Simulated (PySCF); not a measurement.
# BrFGeH2: the cost of one run

The runs use PySCF 2.14.0, with density-fitted response routines of our own; the level of theory stands in each step. All values are computed, except where a source is named. Atoms are numbered from 0 throughout.

## Step 1: Starting geometry

5 atoms, charge 0, multiplicity 1; geometry from: GFN2-xTB. The atoms were then displaced at random by about 0.01 Å, so the start is not that level's minimum.

Bonds of the start (Å): F0–Ge1 1.71, Ge1–Br2 2.24, Ge1–H3 1.49, Ge1–H4 1.51.

## Step 2: Relaxing the molecule at PBE0-D3(BJ)/def2-SVP

The job: settings as JSON, then the geometry in Å.

```
{"job": {"xc": "PBE0", "basis": "def2-SVP", "d3": "d3bj", "grid": 1, "shake": 0.01, "kind": "geom"}, "charge": 0, "multiplicity": 1}
F     -0.884450     1.369270    -0.129370
Ge    -0.113630    -0.148910     0.002240
Br     2.083980     0.290110     0.026310
H     -0.545490    -0.671280     1.325040
H     -0.506830    -0.873170    -1.262110
```

Started as:

```console
$ OMP_NUM_THREADS=1 python probes_run.py task.json out
```

One launch serves the whole session: the jobs run in the order shown.

Q: Estimate the wall time and peak memory of this first job on 1 thread of Arm Neoverse V2, shared host.

About 16 s, with a peak of 0.36 GiB.
